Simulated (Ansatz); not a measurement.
Task: vertical and adiabatic energies of changing the electron count of GeH₃, SMILES [GeH3], with the Ansatz DFT code, driven from Python. Give the script and its output. Level of theory (for the species named): PBE0, def2-SVP basis, multiplicity 2, D4 dispersion.

```yaml
atoms:
  - { symbol: Ge, position_ang: [0.3078, -0.1802, -0.3544] }
  - { symbol: H, position_ang: [0.9667, 0.1248, 1.0048] }
  - { symbol: H, position_ang: [-0.8720, -1.0909, 0.0374] }
  - { symbol: H, position_ang: [-0.4026, 1.1463, -0.6878] }
```

The script, `run_adiabatic.py`:
```python
import ansatz as az
import numpy as np

geh3 = (
    az.Crystal.molecule()
    .atom("Ge", (0.30784, -0.18023, -0.35438))
    .atom("H", (0.96674, 0.12484, 1.00477))
    .atom("H", (-0.87201, -1.09091, 0.03737))
    .atom("H", (-0.40257, 1.14629, -0.68776))
)

model = (
    geh3.calculation()
    .basis(gaussian="def2-SVP")
    .functional("pbe0", dispersion="d4")
    .spin("collinear", total=1)
)
symbols = [site.symbol for site in geh3.cartesian_sites]
start = np.array([site.position_ang for site in geh3.cartesian_sites], dtype=float)
report = model.relax(force_tolerance=0.01).run(threads=1, pin="off").report
end = np.array(report["positions_ang"])

minimum = az.Crystal.molecule()
for symbol, place in zip(symbols, end):
    minimum = minimum.atom(symbol, place.tolist())
ion = (
    minimum.calculation()
    .basis(gaussian="def2-SVP")
    .functional("pbe0", dispersion="d4")
    .charge(1)
)
vertical = ion.run(threads=1, pin="off").report
settled = ion.relax(force_tolerance=0.01, max_steps=80).run(threads=1, pin="off").report
print(f"vertical ionisation energy   {vertical['free_energy_ev'] - report['free_energy_ev']:.3f} eV")
print(f"adiabatic, no zero point     {settled['free_energy_ev'] - report['free_energy_ev']:.3f} eV")
print(f"relaxation energy of the ion {vertical['free_energy_ev'] - settled['free_energy_ev']:.3f} eV")
ionised = np.array(settled["positions_ang"])
print("final positions (A) and the move of each atom")
for symbol, xyz, old in zip(symbols, ionised, end):
    print(f"{symbol:2s} {xyz[0]:10.5f} {xyz[1]:10.5f} {xyz[2]:10.5f}   {np.linalg.norm(xyz - old):7.4f}")
```

Output of `python run_adiabatic.py`:
```text
vertical ionisation energy   8.804 eV
adiabatic, no zero point     8.035 eV
relaxation energy of the ion 0.768 eV
final positions (A) and the move of each atom
Ge    0.00002   -0.00001   -0.00001    0.3542
H     1.17293    0.07043    0.97363    0.1316
H    -0.84465   -1.26796   -0.08661    0.1316
H    -0.32830    1.19753   -0.88701    0.1316
```

What to keep in mind:
- These settings explore the input space; basis and method may be short of convergence.
- The energies are electronic: no zero-point or thermal terms, and the basis set is short of its limit. The product may relax into another structure. Each relaxation finds its nearest minimum, which needn't be the lowest.
- The run takes the species as open-shell (spin multiplicity 2), which needn't be its ground state.
- Only the spin states typed were run; another state of an ion can lie lower, by up to an eV or two.
- Hardware and time: 14 s on 1 thread of Arm Neoverse V1 (shared host), peak memory 0.18 GiB.
